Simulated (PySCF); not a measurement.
# [HgCl3(NH3)]−: other functionals and bases at one geometry

The task here is to estimate one member of a computed series from the others.

Program: PySCF 2.14.0. Level of theory: several levels, as the steps say, no spin–orbit coupling. These are calculated values, not measurements.

1 further run of the same task is left out (for a known fault of the program).

### The system as given

8 atoms, charge -1, spin multiplicity 1.

Bond lengths: Hg1–Cl2 2.483 Å, Hg1–Cl3 2.483 Å, Hg1–Cl4 2.483 Å, N5–H6 1.016 Å, N5–H7 1.016 Å, N5–H8 1.016 Å. Angles: Cl2–Hg1–Cl3 119.7°, Cl2–Hg1–Cl4 119.7°, Cl3–Hg1–Cl4 119.7°, H6–N5–H7 110.2°, H6–N5–H8 110.2°, H7–N5–H8 110.2°.

Coordinates:

```xyz
8
Cl3H3HgN
Hg    0.0395   -0.0395    0.0395
Cl    0.9892    1.8992    1.2668
Cl   -1.8992   -1.2668    0.9892
Cl    1.2668   -0.9892   -1.8992
N    -1.4332    1.4332   -1.4332
H    -1.4264    2.3782   -1.0591
H    -1.0591    1.4264   -2.3782
H    -2.3782    1.0591   -1.4264
```

Formal oxidation states: Hg +2. An earlier session relaxed this geometry at PBE0, Hg def2-SVP with ECP60, Cl def2-SVP, N def2-SVP, H def2-SVP (singlet, point group C3).

At PBE0 on the finer grid: E = -1589.824557 Eh, HOMO -2.88 eV, LUMO 2.96 eV, Mulliken charge on Hg1 +0.43 e, largest force component 0.014 eV/Å. 

Levels to run: M06-L; HF; PBE0, TZVP. Hardware: 2 threads of Arm Neoverse V2, shared host.

The first run:

Contents of run.py (the lines that set the calculation):

```python
mol = gto.M(atom='''
Hg     0.03953    -0.03953     0.03953
Cl     0.98919     1.89919     1.26678
Cl    -1.89919    -1.26678     0.98919
Cl     1.26678    -0.98919    -1.89919
N     -1.43323     1.43323    -1.43323
H     -1.42644     2.37818    -1.05905
H     -1.05905     1.42644    -2.37818
H     -2.37818     1.05905    -1.42644''',
    basis={'Hg': 'def2-SVP', 'Cl': 'def2-SVP', 'N': 'def2-SVP', 'H': 'def2-SVP'},
    ecp={'Hg': 'def2-SVP'},
    charge=-1, spin=0)
mf = dft.RKS(mol, xc='M06L')
mf.grids.atom_grid = (75, 302)
mf = mf.density_fit()  # fitting sets: Hg def2-universal-JKFIT, Cl def2-universal-JKFIT, N def2-universal-JKFIT, H def2-universal-JKFIT
mf.conv_tol = 1e-08; mf.max_cycle = 55
mf.kernel(dm0)  # dm0: the density of the relaxed state
```

On the command line:

```console
$ OMP_NUM_THREADS=2 python run.py
```

Steps of the session up to this table: M06-L; HF; PBE0, TZVP.

One table of the session follows, with a row left open; its other results are not shown here.

| level | HOMO (eV) | gap (eV) | charge on Hg1 (e) | dipole (D) | largest force component (eV/Å) |
| --- | --- | --- | --- | --- | --- |
| PBE0 (relaxed here) | -2.88 | 5.84 | 0.43 | 4.47 | 0.01 |
| M06-L | -1.84 | 4.19 | 0.59 | 4.49 | 0.27 |
| HF | ? | ? | ? | ? | ? |
| PBE0, TZVP | -3.45 | 5.87 | 0.78 | 4.29 | 0.23 |

Q: Estimate the row for HF from the others.

**Answer.** HOMO (eV): -6.03; gap (eV): 12.43; charge on Hg1 (e): 0.78; dipole (D): 4.47; largest force component (eV/Å): 0.52. In the column «HOMO (eV)» it is the lowest.

The dipole of a charged species depends on the origin, so these sizes hold for this origin alone.

In one basis the HOMO–LUMO gap runs from 4.19 eV (M06-L) to 12.43 eV (HF). The largest leftover force, 0.52 eV/Å with HF, stands at a geometry relaxed at another level. Total energies of different levels can't be compared.
